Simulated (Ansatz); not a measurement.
# Ta2SeO: the cost of one run

Program: Ansatz 0.2.0. Level of theory: DFT PBEsol, scalar-relativistic, plane waves, PAW. These are calculated values, not measurements.

1 further run of the same task is left out (set aside as unsound or not needed).

## 1. Starting point

Symmetry: P4/mmm, No. 123, tetragonal system. The conventional cell has a = 3.517 Å, b = 3.517 Å, c = 4.853 Å, α = 90.00°, β = 90.00°, γ = 90.00°. Around Ta (site symmetry 4/mmm) lie 2 Se at 2.43 Å and 4 O at 2.49 Å. Ta (site symmetry 4/mmm) is surrounded by 2 O at 2.43 Å and 4 Se at 2.49 Å. Se (site symmetry 4/mmm) is surrounded by 6 Ta at 2.43 to 2.49 Å. O (site symmetry 4/mmm) has 6 Ta at 2.43 to 2.49 Å as nearest neighbours.

As a file:

```
Ta Se O
1.0
     3.51681    0.00000    0.00000
     0.00000    3.51681    0.00000
     0.00000    0.00000    4.85324
Ta Se O
2 1 1
Direct
  0.00000 0.00000 0.00000
  0.50000 0.50000 0.50000
  0.00000 0.00000 0.50000
  0.50000 0.50000 0.00000
```

The cell was made up by rule, so the compound may not exist in this form.

This cell was relaxed beforehand with the same method: volume 15.01 Å³/atom, gap on the mesh none (metal).

The cell was built by a swap of O by Se on half of its sites in TaO; it need not be the stable form of this composition.

## 2. Electric field gradients at the nuclei

input.yaml reads:

```yaml
crystal:
  lattice:
    - [3.5168106974, 0.0, 0.0]
    - [0.0, 3.5168106974, 0.0]
    - [0.0, 0.0, 4.8532366614]
  atoms:
    - { symbol: Ta, position: [0.0, 0.0, 0.0] }
    - { symbol: Ta, position: [0.5, 0.5, 0.5] }
    - { symbol: Se, position: [0.0, 0.0, 0.5] }
    - { symbol: O, position: [0.5, 0.5, 0.0] }
basis:
  ecutwfc: 420
kpoints:
  mp_grid: { grid: [12, 12, 10] }
hamiltonian:
  xc: pbesol
scf:
  occupations: { method: fermi_dirac, width: 0.15 }
output:
  forces: true
  stress: true
  eigenvalues: true
  efg: {}
checkpoint:
  read: start.run
  write: ck
  compress: false
  write_wavefunctions: false
  write_every: 100000
```

What time and memory should one allow on 1 thread of an Arm CPU, shared host?

About 14 s, with a peak of 0.54 GiB.
